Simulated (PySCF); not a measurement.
N2BH5, in a box:

```
N B H
1.0
    13.00000    0.00000    0.00000
     0.00000   13.00000    0.00000
     0.00000    0.00000   12.00000
N B H
2 1 5
Cartesian
  5.4170 7.1972 5.4992
  7.2363 5.8355 6.4817
  6.5822 7.0673 6.2807
  4.9613 6.4362 5.0269
  4.9641 8.0816 5.3666
  7.0377 8.0493 6.7982
  8.0647 5.7609 7.0412
  6.9331 4.9604 6.0919
```

Base run:

```yaml
Program: PySCF 2.14.0
Functional: PBEsol
Dispersion: D3(BJ)
Potentials_or_basis: cc-pvdz (all-electron)
k_mesh: 1 × 1 × 1
Occupations: fixed
Spin: no spin polarisation
```

Its results: gap between the frontier levels 6.33 eV.

Q: After a change of settings the same cell gave: gap between the frontier levels 9.47 eV. Which change was it?
A. functional from PBEsol to SCAN0; dispersion from D3(BJ) to none
B. functional from PBEsol to PBE; dispersion from D3(BJ) to none
C. functional from PBEsol to LDA; dispersion from D3(BJ) to none
D. functional from PBEsol to M06-L; dispersion from D3(BJ) to D4

A: A.

Caveats: this is a molecule in a periodic box at the Γ point, so its band gap is the HOMO-LUMO gap; the basis of atomic orbitals isn't converged, which shifts pressures, moduli and gaps.
